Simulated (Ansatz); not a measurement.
Crystal: LaSi3Rh.

```xyz
5
Lattice="-2.1349 2.1349 4.9346 2.1349 -2.1349 4.9346 2.1349 2.1349 -4.9346" Properties=species:S:1:pos:R:3 pbc="T T T"
La    0.0000    0.0000    9.8643
Rh    0.0000    0.0000    6.4597
Si    0.0000    2.1349    2.5859
Si    2.1349    0.0000    2.5859
Si    0.0000    0.0000    4.0655
```

The cell is a database's computed one.

| Item | Value |
| --- | --- |
| Program | Ansatz 0.2.0 |
| Task | relaxation of cell and atoms |
| Functional | revPBE |
| Dispersion | D4 |
| Potentials or basis | Ansatz PAW |
| Cutoff | 420 eV (not typed: the program's choice for these potentials) |
| k mesh | 9 × 9 × 9 |
| Occupations | fermi-dirac, width 0.05 eV |
| Spin | no spin polarisation |

At the start: volume 17.99 Å³/atom.

Question: Where does the relaxation end?

Answer: It ends after 6 steps and the volume is 17.36 Å³/atom (-3.5 %); space group I4mm (No. 107, to 0.05 Å).

Step by step:
```tsv
step	energy change (eV)	largest force (eV/Å)	volume (Å³)
1	0.0000	0.1071	89.96
2	-0.0426	0.1091	86.15
3	-0.0450	0.0516	86.82
4	-0.0452	0.0185	86.84
5	-0.0452	0.0042	86.79
6	-0.0445	0.0041	86.79
```

Final structure:
```
CELL_PARAMETERS angstrom
-2.10644 2.10644 4.89002
2.10644 -2.10644 4.89002
2.10644 2.10644 -4.89002
ATOMIC_POSITIONS crystal
La 0.00088 0.00088 0.00000
Rh 0.65249 0.65249 0.00000
Si 0.76320 0.26320 0.50000
Si 0.26320 0.76320 0.50000
Si 0.41023 0.41023 0.00000
```

Caveat: the plane-wave basis is chosen anew once the cell has moved, so the energies of steps on either side of that aren't comparable; the PAW data sets come from PBE, with cores solved anew for the run's functional, which leaves a small shift of forces and pressure.
